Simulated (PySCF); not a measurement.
# LuH3(H2O): other functionals and bases at one geometry

An exercise on one series of results from a longer session: the logs are not shown, and one member is left open.

Program: PySCF 2.14.0. Level of theory: several levels, as the steps say, no spin–orbit coupling. These are calculated values, not measurements.

1 further run of the same task is left out (for a known fault of the program).

## Where the work starts

7 atoms, charge 0, spin multiplicity 1.

Bond lengths: Lu1–H2 1.955 Å, Lu1–H3 1.951 Å, Lu1–H4 1.968 Å, Lu1–O5 2.268 Å, O5–H6 0.967 Å, O5–H7 0.972 Å. Angles: H2–Lu1–H3 118.2°, H2–Lu1–H4 117.9°, H2–Lu1–O5 97.1°, H3–Lu1–H4 118.8°, H3–Lu1–O5 112.4°, H4–Lu1–O5 82.6°, Lu1–O5–H6 125.5°, Lu1–O5–H7 106.0°, H6–O5–H7 107.8°.

Coordinates:

```mol
H5LuO
  3D, bonds by distance, orders not assigned

  7  6  0  0  0  0  0  0  0  0999 V2000
    0.1132   -0.1204    0.1257 Lu  0  0
    1.1180    1.3172    0.9899 H   0  0
   -0.9495   -1.3074    1.2522 H   0  0
    0.7684   -0.7898   -1.6057 H   0  0
   -1.1738    1.1930   -1.2015 O   0  0
   -1.2612    2.1530   -1.1255 H   0  0
   -0.9123    0.9897   -2.1151 H   0  0
  1  2  8  0
  1  3  8  0
  1  4  8  0
  1  5  8  0
  5  6  8  0
  5  7  8  0
M  END
```

Formal oxidation states: Lu +3. An earlier session relaxed this geometry at PBE0, Lu def2-SVP with ECP28, H def2-SVP, O def2-SVP (singlet, point group C1).

At PBE0 on the finer grid: E = -1314.151598 Eh, HOMO -6.48 eV, LUMO -0.83 eV, Mulliken charge on Lu1 +0.55 e, largest force component 0.003 eV/Å. 

Levels to run: r2SCAN; BP86; PBE0, TZVP. Hardware: 2 threads of Arm Neoverse V2, shared host.

Set-up of the first run:

Input file run.py (the lines that set the calculation):

```python
mol = gto.M(atom='''
Lu     0.11316    -0.12041     0.12565
H      1.11796     1.31723     0.98994
H     -0.94946    -1.30736     1.25221
H      0.76836    -0.78976    -1.60571
O     -1.17377     1.19302    -1.20147
H     -1.26123     2.15296    -1.12554
H     -0.91228     0.98973    -2.11505''',
    basis={'Lu': 'def2-SVP', 'H': 'def2-SVP', 'O': 'def2-SVP'},
    ecp={'Lu': 'def2-SVP'},
    charge=0, spin=0)
mf = dft.RKS(mol, xc='R2SCAN')
mf.grids.atom_grid = (75, 302)  # f atoms: unpruned, at least (60, 302)
mf = mf.density_fit()  # fitting sets: Lu def2-universal-JKFIT, H def2-universal-JKFIT, O def2-universal-JKFIT
mf.conv_tol = 1e-08; mf.max_cycle = 55
mf.kernel(dm0)  # dm0: the density of the relaxed state
```

Command:

```console
$ OMP_NUM_THREADS=2 python run.py
```

Among the steps run: r2SCAN; BP86; PBE0, TZVP.

One of the session's tables, all rows but one given; the rest of the session is left out.

```
              level  HOMO (eV)  gap (eV)  charge on Lu1 (e)  dipole (D)  largest force component (eV/Å)
PBE0 (relaxed here)      -6.48      5.65               0.55        5.17                            0.00
             r2SCAN      -5.54      4.58               0.57        5.18                            0.22
               BP86          ?         ?                  ?           ?                               ?
         PBE0, TZVP      -6.56      5.54               0.66        5.01                            0.26
```

Q: Estimate the row for BP86 from the others.

**Answer.** HOMO (eV): -5.35; gap (eV): 3.83; charge on Lu1 (e): 0.49; dipole (D): 5.15; largest force component (eV/Å): 0.59. In the column «HOMO (eV)» it is the highest.

In one basis the HOMO–LUMO gap runs from 3.83 eV (BP86) to 5.65 eV (PBE0). The largest leftover force, 0.59 eV/Å with BP86, stands at a geometry relaxed at another level. Total energies of different levels can't be compared.
